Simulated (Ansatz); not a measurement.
# WF (sextet): from Hartree-Fock to the top rungs, def2-TZVPP

The task here is to estimate one member of a computed series from the others.

Computed with Ansatz 0.2.0, Gaussian basis. Level: def2-TZVPP, core rule «outside noble gas», up to 5 orbitals frozen.

To be run: UHF; CCSD(T) on ROHF; CCSD(T) on UHF; CCSDT(Q) on ROHF; CCSDT(Q) on UHF; CASSCF and MRCISD+Q, 13 electrons in 10 orbitals; CASSCF and NEVPT2, 13 electrons in 10 orbitals.

8 further runs of the same task are left out: 6 for a known fault of the program, 2 set aside as unsound or not needed.

## What is computed

The geometry is a PBE0/def2-TZVP stationary point (not a proven minimum) of the parent state, kept for this charge and spin. No spin-orbit coupling is included. Elements past krypton take def2 core potentials.

2 atoms, charge 0, spin multiplicity 6.

Atoms are counted from 1 here; the program's logs count them from 0.

Bond lengths: W1–F2 1.838 Å.

As a file:

```xyz
2
FW
W     0.0000    0.0000    0.0000
F     0.0000    0.0000    1.8382
```

Set-up of the first run:

Input file in.yaml:

```yaml
crystal:
  periodic: [false, false, false]
  atoms:
    - {symbol: W, position_ang: [0.000000, 0.000000, 0.000000]}
    - {symbol: F, position_ang: [0.000000, 0.000000, 1.838237]}
basis:
  gaussian: {orbitals: def2-TZVPP}
magnetization: {spin_polarized: true, initial_magnetization: 5}
hamiltonian: {xc: hf}
output: {orbitals: {seedname: orbitals}}
```

Command:

```console
$ ansatz run in.yaml --threads 1 --pin off --events-out ev --progress --plain --max-ram 4096MiB --backend cpu
```

Among the steps run: UHF; CCSD(T) on ROHF; CCSD(T) on UHF; CCSDT(Q) on ROHF; CCSDT(Q) on UHF; CASSCF and MRCISD+Q, 13 electrons in 10 orbitals; CASSCF and NEVPT2, 13 electrons in 10 orbitals.

One table of the session follows, with a row left open; its other results are not shown here.

It belongs to the step «Misses and costs». 

```
          method  from RCCSDT(Q) (kcal/mol)
            ROHF                    +228.34
             UHF                    +224.57
            RMP2                     +10.92
            UMP2                      +7.88
           RCCSD                      +7.64
           UCCSD                      +4.91
        RCCSD(T)                      +0.35
        UCCSD(T)                      -2.35
          RCCSDT                      +0.09
          UCCSDT                      -2.61
       RCCSDT(Q)                          0
       UCCSDT(Q)                      -2.88
  CASSCF valence                    +214.92
  NEVPT2 valence                          ?
  MRCISD valence                     +18.96
MRCISD+Q valence                      +4.63
```

Q: Estimate the row for NEVPT2 valence from the others.

**Answer.** from RCCSDT(Q) (kcal/mol): +33.03. In the column «from RCCSDT(Q) (kcal/mol)» it lies between MRCISD valence (+18.96) and CASSCF valence (+214.92).

Limits of these values: Restricted and unrestricted rows rest on different reference determinants; where their highest levels disagree by more than a few hundredths of an eV, they describe different states and don't form one ladder.
